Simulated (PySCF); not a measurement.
**CdSb (quartet): spin, charge, geometry and surroundings**

How does CdSb (quartet) answer to another spin, charge, distance or environment?

Method: method and basis as typed in the scripts; program: PySCF 2.14.0.

6 further runs of the same task are left out: 6 that didn't finish.

### Step 1. The system as given

CdSb (quartet): 2 atoms, charge 0, spin multiplicity 4.

Bond lengths: Cd1–Sb2 2.765 Å.

### Step 2. The base run

The input, input.py:

```python
from pyscf import gto, scf, mp

mol = gto.M(
    atom='Cd 0 0 0; Sb 0 0 2.765',
    basis='sbkjc',
    ecp={'Cd': 'sbkjc', 'Sb': 'sbkjc'},
    charge=0,
    spin=3,
    symmetry=True,
    verbose=4,
)
mf = scf.UHF(mol)
mf.kernel()
mp.MP2(mf).kernel()
mf.dip_moment()
print('orbital energies (hartree):', [e[max(0, n-3):n+3].round(4) for e, n in zip(mf.mo_energy, mol.nelec)])
```

On the command line:

```sh
> python input.py
```

The log of this run is left out.

In short: E(SCF) = -171.297742 Eh, 15 cycles, E(MP2) − E(SCF) = -0.20990 Eh, ⟨S²⟩ = 3.793, μ = 1.23 D (of the SCF density).

The bond length is a typed value, not an optimised one. The quartet is typed in the script; nothing here shows that it is the ground state.

### Step 3. Electric field 0.05 a.u.

Variant 1 changes electric field: none → 0.05 a.u.; point-group symmetry: on → off.

The input, input.py:

```python
from pyscf import gto, scf, mp

mol = gto.M(
    atom='Cd 0 0 0; Sb 0 0 2.765',
    basis='sbkjc',
    ecp={'Cd': 'sbkjc', 'Sb': 'sbkjc'},
    charge=0,
    spin=3,
    verbose=4,
)
mf = scf.UHF(mol)
field = 0.05  # electric field along z, atomic units
h = mf.get_hcore() + field*mol.intor('int1e_r')[2]
mf.get_hcore = lambda *args: h
e_nuc = mol.energy_nuc() - field*mol.atom_charges() @ mol.atom_coords()[:, 2]
mf.energy_nuc = lambda *args: e_nuc
mf.kernel()
mp.MP2(mf).kernel()
mf.dip_moment()
print('orbital energies (hartree):', [e[max(0, n-3):n+3].round(4) for e, n in zip(mf.mo_energy, mol.nelec)])
```

On the command line:

```sh
> python input.py
```

### Step 4. Bond 5.53 Å

Variant 2 changes bond length: 2.765 Å → 5.53 Å.

input.py: that of step 2 with these lines changed.

```diff
@@ -3,3 +3,3 @@
 mol = gto.M(
-    atom='Cd 0 0 0; Sb 0 0 2.765',
+    atom='Cd 0 0 0; Sb 0 0 5.53',
     basis='sbkjc',
```

### Step 5. Bond 4.147 Å

Variant 3 changes bond length: 2.765 Å → 4.147 Å.

input.py: that of step 2 with these lines changed.

```diff
@@ -3,3 +3,3 @@
 mol = gto.M(
-    atom='Cd 0 0 0; Sb 0 0 2.765',
+    atom='Cd 0 0 0; Sb 0 0 4.147',
     basis='sbkjc',
```

### Step 6. Lengths in bohr

Variant 4 changes length unit: angstrom → bohr; bond length: 2.765 Å → 2.765 bohr.

input.py: that of step 2 with these lines changed.

```diff
@@ -8,2 +8,3 @@
     spin=3,
+    unit='bohr',
     symmetry=True,
```

**Question.** What will these runs give? Wanted: for each run, E(SCF); from base; gap, α spin; SCF dipole; after the SCF.

**Answer**, as computed:

```csv
run,E(SCF) (hartree),from base (eV),cycles,"gap, α spin (eV)",SCF dipole (D),after the SCF
base,-171.297742,0,15,8.25,1.23,MP2 correlation -5.712 eV
electric field 0.05 a.u.,-171.476170,-4.8553,17,7.67,19.21,MP2 correlation -5.884 eV
bond 5.53 Å,-171.312184,-0.3930,17,9.19,0.00,MP2 correlation -5.590 eV
bond 4.147 Å,-171.310599,-0.3499,15,9.02,0.00,MP2 correlation -5.613 eV
lengths in bohr (poor choice),-169.870568,not comparable,13,7.21,1.08,MP2 correlation -5.975 eV
```

The largest comparable shift of the SCF energy, -4.855 eV, comes with the run “electric field 0.05 a.u.”. Rows marked «poor choice» come from settings spoiled on purpose.
